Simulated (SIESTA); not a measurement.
# AgAu3 under changes of volume

One of the cells (17.851 Å³/atom); the others are scaled copies at fixed shape and fractional positions:

```
CELL_PARAMETERS angstrom
-2.06607 2.06607 4.18191
2.06607 -2.06607 4.18191
2.06607 2.06607 -4.18191
ATOMIC_POSITIONS crystal
Au 0.50000 0.50000 0.00000
Au 0.25000 0.75000 0.50000
Au 0.75000 0.25000 0.50000
Ag 0.00000 0.00000 0.00000
```

The cell comes from a database or a generator and needn't be the stable form of this composition.

| Quantity | Value |
| --- | --- |
| Program | SIESTA 5.4.2 |
| Functional | PBEsol |
| Potentials or basis | PseudoDojo 0.4 standard (PBEsol files) |
| Basis | DZP (energy shift 0.003 Ry; two zetas on semicore shells) |
| Grid cutoff | 800 Ry |
| Energy shift | 0.003 Ry |
| k mesh | 9 × 9 × 9 |
| Occupations | fermi-dirac, width 0.05 eV |
| Spin | no spin polarisation |

```csv
volume (Å³/atom),energy over the lowest point (meV/atom),pressure (GPa)
16.451,?,?
16.801,0.53,2.0
17.151,0.00,-1.4
17.851,18.27,-6.7
18.201,35.61,-9.1
18.551,57.78,-11.0
```

Question: What does the run at 16.451 Å³/atom give?

Answer: Energy over the lowest point 8.98 meV/atom; pressure 5.8 GPa.

Worked out: A Birch-Murnaghan fit of order 3 (a polynomial in V^(-2/3)) to the other rows has its minimum at 17.00 Å³/atom with B0 = V·E''(V) = 155 GPa and B' = 4.5 at fixed shape and positions, which overstates the stiffness. It gives 8.50 meV/atom at 16.451 Å³/atom, against the run's 8.98, and -dE/dV = 5.5 GPa, against 5.8.

Energies are extrapolated to zero smearing.

Caveats: short orbitals over semicore shells can move pressures by several GPa; the basis of atomic orbitals isn't converged, which shifts pressures, moduli and gaps.
